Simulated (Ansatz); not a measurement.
**BBrClH3 (built from SMILES BCl.Br): search for a transition state**

Aim: find the saddle point of a four-centre ligand exchange that is to form B1–Br6, Cl2–H5 and break B1–Cl2, H5–Br6, prove it by its vibrations, and relax downhill on both sides to see what it joins.

The runs use Ansatz 0.2.0, Gaussian basis; PBE0-D4, def2-SVP first, then def2-TZVP.

129 further runs of the same task are left out: 1 that didn't finish, 128 set aside as unsound or not needed.

### Step 1. Where the work starts

The guess: 6 atoms, charge 0, spin multiplicity 1.

Atoms are counted from 1 here; the program's logs count them from 0.

Bond lengths: B1–H3 1.157 Å, B1–H4 1.159 Å. Angles: H3–B1–H4 128.1°.

Geometry (Å):

```xyz
6

B    -0.6082   -0.3315   -0.3120
Cl    1.3562    0.1503   -1.0948
H    -0.6778   -1.4813   -0.1998
H    -1.3803    0.3890   -0.7900
H     1.4068    0.7326    0.5542
Br   -0.0968    0.5408    1.8425
```

Distances that are to change: B1–Br6 2.38 Å, Cl2–H5 1.75 Å, B1–Cl2 2.17 Å, H5–Br6 1.99 Å.

### Step 2. Relaxing the guess with the reacting distances held

hold/in.yaml reads:

```yaml
crystal:
  periodic: [false, false, false]
  atoms:
    - {symbol: B, position_ang: [-0.608200, -0.331500, -0.312000]}
    - {symbol: Cl, position_ang: [1.356200, 0.150300, -1.094800]}
    - {symbol: H, position_ang: [-0.677800, -1.481300, -0.199800]}
    - {symbol: H, position_ang: [-1.380300, 0.389000, -0.790000]}
    - {symbol: H, position_ang: [1.406800, 0.732600, 0.554200]}
    - {symbol: Br, position_ang: [-0.096800, 0.540800, 1.842500]}
basis:
  gaussian: {orbitals: def2-SVP}
hamiltonian: {xc: pbe0, dispersion: d4}
relax: {f_tol: 0.08, max_steps: 120, escape_saddle: false, constraints: [{distance: [0, 5]}, {distance: [1, 4]}, {distance: [0, 1]}, {distance: [4, 5]}]}
```

The run is started by

```console
ansatz run in.yaml --threads 2 --pin off --events-out ev --progress --plain --max-ram 4352MiB
```

The runs that follow: A starting Hessian; Saddle search in the small basis; Saddle search in triple zeta; Vibrations at the point found; Relaxing after a step of 0.30 Å one way along the mode; Relaxing after a step of 0.30 Å the other way along the mode.

Before running it: what results should come out? Wanted: imaginary mode; barrier from the start side; barrier from the end side; energy of the step; pairs that change; zero-point energy at the saddle.

**Answer**, as computed:

| quantity | value |
| --- | --- |
| imaginary mode | 636i cm⁻¹ |
| barrier from the start side | 10.9 kcal/mol |
| barrier from the end side | 8.7 kcal/mol |
| energy of the step | +2.2 kcal/mol |
| pairs that change | B1–Br6 formed, Cl2–H5 formed, B1–Cl2 broken, H5–Br6 broken |
| zero-point energy at the saddle | 0.752 eV |

**Reading.** One imaginary mode, 636i cm⁻¹, makes this a first-order saddle. Going downhill both ways gives the intended start and end. At PBE0-D4/def2-TZVP the electronic barrier is 10.9 kcal/mol, about 18 kT at 298 K, and the step runs 2.2 kcal/mol uphill. A step off the saddle overshot and began above it in energy, so the link to its end is likely but not proven. The ends are the nearest minima, not always the lowest complexes.
